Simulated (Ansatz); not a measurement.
# InSb3 in Ansatz: the effect of functional

InSb3:

```
Sb In
1.0
     0.00000    3.84449    3.84449
     3.84449    0.00000    3.84449
     3.84449    3.84449    0.00000
Sb In
3 1
Direct
  0.50000 0.50000 0.50000
  0.75000 0.75000 0.75000
  0.25000 0.25000 0.25000
  0.00000 0.00000 0.00000
```

The cell comes from a database or a generator and needn't be the stable form of this composition.

The cell isn't the ideal one: volume scaled by 1.04.

Alike in all runs:

```yaml
Program: Ansatz 0.2.0
Task: single point
Potentials_or_basis: Ansatz PAW
k_mesh: 6 × 6 × 6
Occupations: fermi-dirac, width 0.05 eV
Spin: no spin polarisation
```

| functional | cutoff | pressure (GPa) |
| --- | --- | --- |
| LDA | 420 eV (not typed: the program's choice for these potentials) | -5.7 |
| r2SCAN | 500 eV (not typed: the program's choice for these potentials) | ? |
| PBE | 420 eV (not typed: the program's choice for these potentials) | -1.9 |

Q: What does the run with functional r2SCAN give?

A: Pressure -2.9 GPa.

Caveats: the PAW data sets come from PBE, with cores solved anew for the run's functional, which leaves a small shift of forces and pressure (some runs).
